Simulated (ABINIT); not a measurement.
A calculation with ABINIT 10.8.3 (patched build) of WS (native input, structure from a POSCAR):

File run.abi:

```
pp_dirpath "./"
pseudos "W.GGA_PBE-JTH.xml, S.GGA_PBE-JTH.xml"

structure "poscar:POSCAR"
natom 2

ecut 20.0
pawecutdg 40.0
pawxcdev 0

kptopt 1
ngkpt 8 8 8
nshiftk 1
shiftk 0.0 0.0 0.0

ixc 11

nband 14
occopt 3
tsmear 0.05 eV

nstep 100
tolvrs 1.0e-9

iomode 3
prtwf 0
prtden 0
prteig 0
prtebands 0
```

POSCAR

```
WS
1.0
    3.4448484800      0.0000000000      0.0000000000
    0.0000000000      3.4448484800      0.0000000000
    0.0000000000      0.0000000000      3.4448484800
W S
1 1
Direct
    0.5000000000      0.5000000000      0.5000000000  W
    0.0000000000      0.0000000000      0.0000000000  S
```

Potentials or basis: JTH PAW PBE v2.0.

Launch:

```console
$ abinit run.abi > log 2>&1
```

The cell was built by a generator and needn't be a form met in nature.

Write the same calculation in another form: ASE script, Cartesian positions.

As run:

File run.py:

```python
import json, os
import numpy as np
from ase.units import GPa
from ase.calculators.abinit import Abinit, AbinitProfile
from ase.io import read

atoms = read('WS.xyz')

profile = AbinitProfile(command='abinit', pp_paths=[os.path.abspath('pseudos')])
params = dict(
    pps='pawxml', xc='PBE',
    ecut=544.2277,
    pawecutdg=1088.4554,
    pawxcdev=0,
    kptopt=1,
    ngkpt=[8, 8, 8],
    nshiftk=1,
    shiftk=[0.0, 0.0, 0.0],
    ixc=11,
    nband=14,
    occopt=3,
    tsmear=0.05,
    nstep=100,
    tolvrs=1e-09,
    prtwf=0,
    prtden=0,
)

atoms.calc = Abinit(profile=profile, directory='run', **params)
energy = atoms.get_potential_energy()
forces = atoms.get_forces()
stress = atoms.get_stress()
print(f'energy {energy:.6f} eV')
print('forces (eV/A)')
print(np.round(forces, 5))
print('stress (GPa, Voigt, tension positive)', np.round(stress / GPa, 4))
json.dump(dict(energy=energy, forces=forces.tolist(), stress=stress.tolist(), cell=atoms.cell.tolist(), frac=atoms.get_scaled_positions(wrap=False).tolist()), open('results.json', 'w'))
```

WS.xyz

```xyz
2
Lattice="3.4448484800 0.0000000000 0.0000000000 0.0000000000 3.4448484800 0.0000000000 0.0000000000 0.0000000000 3.4448484800" Properties=species:S:1:pos:R:3 pbc="T T T"
W      1.7224242400      1.7224242400      1.7224242400
S      0.0000000000      0.0000000000      0.0000000000
```

Potentials or basis: JTH PAW PBE v2.0.

Run with:

```sh
$ python run.py
```

Both were run:

|  | native input, structure from a POSCAR | ASE script, Cartesian positions |
| --- | --- | --- |
| Pressure | -35.8 GPa | -35.8 GPa |
| Band gap on the k mesh | none (metal or under the smearing width) | none (metal or under the smearing width) |
| Valence electrons inside the program's atomic spheres | W 11.23; S 3.39 | W 11.23; S 3.39 |

Keys that steer only the numerical path or the files written may differ.

Caveat: a pressure of tens of GPa on the cell as given is suspect, and the run, the potentials or the cell itself is likely at fault.
